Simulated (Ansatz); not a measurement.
# H2MoO2S2: small, medium and large basis sets

An exercise on one series of results from a longer session: the logs are not shown, and one member is left open.

Computed with Ansatz 0.2.0, Gaussian basis. Level: one geometry, several basis sets.

Levels to be run: PBE0-D4/def2-SVP; ωB97M-V/def2-SVP; PBE0-D4/def2-QZVPP; ωB97M-V/def2-QZVPP; the functionals' def2-TZVPP values are taken from earlier runs.

## The geometry

The geometry comes from an earlier relaxation with PBE0-D4 in a triple-zeta def2 set; it is a stationary point, not always the lowest conformer. Mo takes the def2 core potential; no spin-orbit term is included.

7 atoms, charge 0, spin multiplicity 1.

Atoms are counted from 1 here; the program's logs count them from 0.

Bond lengths: O1–Mo2 1.860 Å, O1–H6 0.962 Å, Mo2–O3 1.860 Å, Mo2–S4 2.099 Å, Mo2–S5 2.099 Å, O3–H7 0.962 Å. Angles: Mo2–O1–H6 120.9°, O1–Mo2–O3 110.4°, O1–Mo2–S4 108.5°, O1–Mo2–S5 109.9°, O3–Mo2–S4 109.9°, O3–Mo2–S5 108.5°, S4–Mo2–S5 109.6°, Mo2–O3–H7 120.9°.

The first run:

in.yaml

```yaml
crystal:
  periodic: [false, false, false]
  atoms:
    - {symbol: O, position_ang: [-1.525893, 0.274126, 0.678338]}
    - {symbol: Mo, position_ang: [0.034893, 0.041552, -0.305742]}
    - {symbol: O, position_ang: [1.413530, -0.548208, 0.794302]}
    - {symbol: S, position_ang: [-0.333220, -1.373335, -1.812486]}
    - {symbol: S, position_ang: [0.610676, 1.863683, -1.175227]}
    - {symbol: H, position_ang: [-1.806568, 1.149855, 0.960728]}
    - {symbol: H, position_ang: [1.667781, -1.475773, 0.814385]}
basis:
  gaussian: {orbitals: def2-SVP}
hamiltonian: {xc: pbe0, dispersion: d4}
output: {orbitals: {seedname: orbitals}}
```

On the command line:

```sh
$ ansatz run in.yaml --threads 4 --pin off --events-out ev --progress --plain --max-ram 10444MiB
```

Steps of the session up to this table: PBE0-D4 in def2-SVP; ωB97M-V in def2-SVP; PBE0-D4 in def2-QZVPP; ωB97M-V in def2-QZVPP.

One of the session's tables, all rows but one given; the rest of the session is left out.

It belongs to the step «Density functionals: the series». 

| functional | basis | HOMO (eV) | LUMO (eV) |
| --- | --- | --- | --- |
| PBE0-D4 | def2-SVP | -7.31 | -3.07 |
| PBE0-D4 | def2-TZVPP | -7.32 | -3.13 |
| PBE0-D4 | def2-QZVPP | -7.34 | -3.14 |
| ωB97M-V | def2-SVP | -9.23 | -1.03 |
| ωB97M-V | def2-TZVPP | ? | ? |
| ωB97M-V | def2-QZVPP | -9.31 | -1.19 |

Estimate the missing values for ωB97M-V, def2-TZVPP.

As computed: HOMO (eV): -9.28; LUMO (eV): -1.15. In the column «HOMO (eV)» it lies between ωB97M-V, def2-QZVPP (-9.31) and ωB97M-V, def2-SVP (-9.23).
